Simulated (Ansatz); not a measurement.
Cu, space group P6_3/mmc, a test of the smearing width

Run with Ansatz 0.2.0, Python API.

The script, `smear.py`:
```python
"""How the energy of Cu depends on the smearing."""

import warnings

import ansatz as az
from ase import Atoms

warnings.simplefilter("ignore", az.DeckWarning)

atoms = Atoms(
    ["Cu", "Cu"],
    scaled_positions=[
        (1 / 3, 2 / 3, 0.25),
        (2 / 3, 1 / 3, 0.75),
    ],
    cell=[
        (2.534097, 0.0, 0.0),
        (-1.267048, 2.194592, 0.0),
        (0.0, 0.0, 4.112571),
    ],
    pbc=True,
)
structure = az.Crystal.from_ase(atoms)

base = (
    structure.calculation()
    .functional("pbesol")
    .basis(630)  # plane waves up to this kinetic energy
    .accuracy("medium")
    .kpoints(6, 6, 3)  # sampling of the Brillouin zone
    .mixing("anderson", beta=0.3)
    .stress()
)

rows = []
for value in [0.5, 0.3, 0.2, 0.1]:
    summary = base.occupations("methfessel_paxton", width=value).run().report
    rows.append((value, summary["free_energy_ev"] / len(summary["lattice"]["sites"]), summary["n_iterations"], sum(summary["stress_gpa"][i][i] for i in range(3)) / 3, summary["n_kpoints"]))

print("  width (eV)   F/atom (eV)    iterations       P (GPa)      k-points")
for row in rows:
    print(f"{str(row[0]):>12s}  {row[1]:12.5f}  {row[2]:12d}  {row[3]:12.3f}  {row[4]:12d}")

# differences from the last row
for row in rows[:-1]:
    shift = 1000 * (row[1] - rows[-1][1])
    print(f"{row[0]}: {shift:+.2f} meV/atom" + ("  (within 2 meV)" if abs(shift) < 2 else ""))
```

```console
$ python smear.py
  width (eV)   F/atom (eV)    iterations       P (GPa)      k-points
         0.5   -6588.69890            10        -0.929            14
         0.3   -6588.68985             9        -1.170            14
         0.2   -6588.68742            10        -1.250            14
         0.1   -6588.68550             6        -1.168            14
0.5: -13.40 meV/atom
0.3: -4.35 meV/atom
0.2: -1.92 meV/atom  (within 2 meV)
```

Going from 0.1 to 0.5 eV changes F by -13.4 meV an atom. This scheme is built to cancel the term in the square of the width, but that needs a smooth density of states and a fine mesh, and here a sizeable shift remains. The pressure moves from -1.17 to -0.93 GPa.

What to keep in mind:
- For a metal this mesh is far too coarse, so the numbers only illustrate the procedure.
- The free energy holds a sizeable smearing term, which stands for no physical temperature.
- The narrowest width needs the finest mesh, so the last row is no converged reference.
- Pressure is positive in compression.
- This isn't the structure that Cu takes at ambient conditions.
- The whole script took 3.5 s on 1 thread of Intel(R) Xeon(R) Processor @ 2.30GHz, on a shared host, peak memory 0.47 GiB.
